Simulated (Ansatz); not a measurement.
# K2Br: the cost of one run

Computed with Ansatz 0.2.0 (DFT PBE, scalar-relativistic, plane waves, PAW, unless a step's input says otherwise).

1 further run of the same task is left out (it didn't finish).

## Step 1: The structure to begin with

It takes space group I4/mmm (No. 139, tetragonal). Conventional cell: a = 4.326 Å, b = 4.326 Å, c = 10.612 Å, α = 90.00°, β = 90.00°, γ = 90.00°. K (site symmetry 4mm) has 5 K at 3.50 to 3.55 Å and 5 Br at 3.52 to 3.55 Å as nearest neighbours. Around Br (site symmetry 4/mmm) lie 10 K at 3.52 to 3.55 Å.

Structure file:

```cif
data_structure
_symmetry_space_group_name_H-M 'P 1'
_symmetry_Int_Tables_number 1
_cell_length_a 6.1245
_cell_length_b 6.1245
_cell_length_c 6.1245
_cell_angle_alpha 138.639
_cell_angle_beta 138.639
_cell_angle_gamma 59.926
_cell_volume 99.29
loop_
_atom_site_label
_atom_site_type_symbol
_atom_site_fract_x
_atom_site_fract_y
_atom_site_fract_z
_atom_site_occupancy
K1 K 0.66500 0.66500 0.00000 1
K2 K 0.33500 0.33500 0.00000 1
Br1 Br 0.00000 0.00000 0.00000 1
```

(A quick probe on a coarse mesh, which set the mesh and smearing, is not shown.)

## Step 3: Rough relaxation on the coarse mesh

The input, input.yaml:

```yaml
crystal:
  lattice:
    - [-2.1629175041, 2.1629175041, 5.3059070021]
    - [2.1629175041, -2.1629175041, 5.3059070021]
    - [2.1629175041, 2.1629175041, -5.3059070021]
  atoms:
    - { symbol: K, position: [0.665, 0.665, 0.0] }
    - { symbol: K, position: [0.335, 0.335, 0.0] }
    - { symbol: Br, position: [0.0, 0.0, 0.0] }
basis:
  ecutwfc: 420
kpoints:
  mp_grid: { grid: [6, 6, 6] }
hamiltonian:
  xc: pbe
scf:
  occupations: { method: gaussian, width: 0.1 }
  lower_state_search: "off"
output:
  forces: true
  stress: true
  eigenvalues: true
relax:
  adjacent_minimum: "off"
  f_tol: 0.04
  max_steps: 70
  cell: { stress_tol: 0.4 }
```

The run is started by

```sh
$ ansatz run input.yaml --threads 1 --pin off --max-ram 2560MiB --backend cpu --events-out ev --progress --plain --runs-dir out
```

What time and memory should one allow on 1 thread of Intel Xeon 6975P-C (Granite Rapids), shared host?

About 22 s, with a peak of 0.44 GiB.
